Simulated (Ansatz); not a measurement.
**C₂H₈ClGeNO: a ladder of functionals and wavefunction methods**

The task here is to estimate one member of a computed series from the others.

The runs use Ansatz 0.2.0, Gaussian basis; functionals in def2-TZVPP, the program's frozen cores in correlated methods.

The runs, in order: PBE-D4, r2SCAN-D4, PBE0-D4, B3LYP-D4, ωB97X-V, ωB97M-V, B2PLYP; CCSD(T)/def2-TZVPP; MP2/def2-QZVPP; extrapolation to the limit.

## Structure used throughout

All runs share one geometry, relaxed beforehand with PBE0-D4 in a triple-zeta def2 set.

SMILES `C[O][Ge]([CH3])([NH2])[Cl]`, 14 atoms, charge 0, spin multiplicity 1.

Atoms are counted from 1 here; the program's logs count them from 0.

Bond lengths: C1–O2 1.409 Å, C1–H7 1.092 Å, C1–H8 1.095 Å, C1–H9 1.097 Å, O2–Ge3 1.763 Å, Ge3–C4 1.931 Å, Ge3–N5 1.811 Å, Ge3–Cl6 2.183 Å, C4–H10 1.090 Å, C4–H11 1.090 Å, C4–H12 1.090 Å, N5–H13 1.010 Å, N5–H14 1.011 Å. Angles: O2–C1–H7 107.7°, O2–C1–H8 111.9°, O2–C1–H9 112.0°, H7–C1–H8 108.5°, H7–C1–H9 108.1°, H8–C1–H9 108.5°, C1–O2–Ge3 120.7°, O2–Ge3–C4 114.5°, O2–Ge3–N5 102.7°, O2–Ge3–Cl6 106.3°, C4–Ge3–N5 113.3°, C4–Ge3–Cl6 106.7°, N5–Ge3–Cl6 113.3°, Ge3–C4–H10 109.4°, Ge3–C4–H11 109.7°, Ge3–C4–H12 109.9°, H10–C4–H11 109.4°, H10–C4–H12 109.8° and more.

The first run:

The input, in.yaml:

```yaml
crystal:
  periodic: [false, false, false]
  atoms:
    - {symbol: C, position_ang: [-0.648041, -2.128447, -0.055120]}
    - {symbol: O, position_ang: [0.303191, -1.245409, 0.493679]}
    - {symbol: Ge, position_ang: [0.083736, 0.500009, 0.374686]}
    - {symbol: C, position_ang: [0.147714, 1.195492, -1.425388]}
    - {symbol: N, position_ang: [1.402153, 1.141245, 1.438101]}
    - {symbol: Cl, position_ang: [-1.919347, 0.917791, 1.136458]}
    - {symbol: H, position_ang: [-0.331573, -3.146154, 0.182286]}
    - {symbol: H, position_ang: [-1.646330, -1.967255, 0.366126]}
    - {symbol: H, position_ang: [-0.712007, -2.037762, -1.146857]}
    - {symbol: H, position_ang: [1.111894, 0.953053, -1.872749]}
    - {symbol: H, position_ang: [0.018250, 2.278034, -1.406673]}
    - {symbol: H, position_ang: [-0.654766, 0.759308, -2.019736]}
    - {symbol: H, position_ang: [1.360650, 2.134250, 1.619483]}
    - {symbol: H, position_ang: [1.484495, 0.645844, 2.315715]}
basis:
  gaussian: {orbitals: def2-TZVPP}
hamiltonian: {xc: pbe, dispersion: d4}
output: {forces: true, orbitals: {seedname: orbitals}}
```

Command:

```bash
$ ansatz run in.yaml --threads 2 --pin off --events-out ev --progress --plain --max-ram 32768MiB --backend cuda --devices 0, --max-vram 18GiB
```

Among the steps run: PBE-D4 (GGA); r2SCAN-D4 (meta-GGA); PBE0-D4 (hybrid); B3LYP-D4 (hybrid); ωB97X-V (range-separated); ωB97M-V (range-separated); B2PLYP (double hybrid); CCSD(T) in def2-TZVPP; MP2 in def2-QZVPP.

One of the session's tables, all rows but one given; the rest of the session is left out.

| method | atomisation energy (kJ/mol) |
| --- | --- |
| PBE-D4 | 5143.1 |
| r2SCAN-D4 | 5062.6 |
| PBE0-D4 | 5053.9 |
| B3LYP-D4 | 5044.4 |
| ωB97X-V | 5078.9 |
| ωB97M-V | 5065.2 |
| B2PLYP | ? |
| HF/def2-TZVPP | 3608.2 |
| MP2/def2-TZVPP | 5021.2 |
| CCSD/def2-TZVPP | 4866.4 |
| CCSD(T)/def2-TZVPP | 4944.3 |
| MP2/CBS | 5148.2 |
| CCSD(T)/CBS | 5071.3 |

Estimate the missing values for B2PLYP.

**Answer.** atomisation energy (kJ/mol): 4998.1. In the column «atomisation energy (kJ/mol)» it lies between CCSD(T)/def2-TZVPP (4944.3) and MP2/def2-TZVPP (5021.2).

Caveats from the session: Free atoms (2 C, 1 O, 1 Ge, 1 N, 1 Cl, 8 H) were run apart at each level; the atomisation energy is their sum less the molecule, without zero-point or spin-orbit terms.
